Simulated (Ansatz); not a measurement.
# In₂H₂F₄: small, medium and large basis sets

How large a basis does In₂H₂F₄ need? Two functionals are run in growing sets.

The runs use Ansatz 0.2.0, Gaussian basis; one geometry, several basis sets.

Plan: PBE0-D4/def2-SVP; ωB97M-V/def2-SVP; PBE0-D4/def2-QZVPP; ωB97M-V/def2-QZVPP; the functionals' def2-TZVPP values are taken from earlier runs.

1 further run of the same task is left out (for a known fault of the program).

## (1) Structure used throughout

All runs share one geometry, relaxed beforehand with PBE0-D4 in a triple-zeta def2 set. In takes the def2 core potential; no spin-orbit term is included.

SMILES `[F][In@H-]1[F+][In@@H-]([F])[F+]1`, 8 atoms, charge 0, spin multiplicity 1.

Atoms are counted from 1 here; the program's logs count them from 0.

Bond lengths: F1–In2 1.925 Å, In2–F3 2.118 Å, In2–F6 2.118 Å, In2–H7 1.680 Å, F3–In4 2.118 Å, In4–F5 1.925 Å, In4–F6 2.118 Å, In4–H8 1.680 Å. Angles: F1–In2–F3 102.1°, F1–In2–F6 102.1°, F1–In2–H7 134.5°, F3–In2–F6 75.7°, F3–In2–H7 113.3°, F6–In2–H7 113.4°, In2–F3–In4 104.2°, F3–In4–F5 102.1°, F3–In4–F6 75.7°, F3–In4–H8 113.3°, F5–In4–F6 102.1°, F5–In4–H8 134.5°, F6–In4–H8 113.4°, In2–F6–In4 104.2°.

## (2) PBE0-D4 in def2-SVP

File in.yaml:

```yaml
crystal:
  periodic: [false, false, false]
  atoms:
    - {symbol: F, position_ang: [2.414916, -1.180980, 0.606815]}
    - {symbol: In, position_ang: [1.503346, 0.512944, 0.526610]}
    - {symbol: F, position_ang: [0.336175, 0.305995, -1.228312]}
    - {symbol: In, position_ang: [-1.556872, -0.325753, -0.520135]}
    - {symbol: F, position_ang: [-1.441648, -2.237924, -0.712848]}
    - {symbol: F, position_ang: [-0.427008, 0.012305, 1.238798]}
    - {symbol: H, position_ang: [1.941591, 2.102406, 0.850682]}
    - {symbol: H, position_ang: [-2.770500, 0.811006, -0.761610]}
basis:
  gaussian: {orbitals: def2-SVP}
hamiltonian: {xc: pbe0, dispersion: d4}
output: {orbitals: {seedname: orbitals}}
```

The run is started by

```
$ ansatz run in.yaml --threads 4 --pin off --events-out ev --progress --plain --max-ram 10444MiB
```

After this run come: ωB97M-V in def2-SVP; PBE0-D4 in def2-QZVPP; ωB97M-V in def2-QZVPP.

Q: Predict the results of all the runs planned. Wanted: PBE0-D4: double and triple zeta above quadruple; ωB97M-V: double and triple zeta above quadruple.

As calculated:

```
                                       quantity           value
PBE0-D4: double and triple zeta above quadruple  14.97, 0.76 eV
ωB97M-V: double and triple zeta above quadruple  15.24, 0.71 eV
```

PBE0-D4 gains 14.21 eV from double to triple zeta, then 0.76 eV more. These are total energies; as a rule much of such shifts cancels in differences, which this series doesn't test.
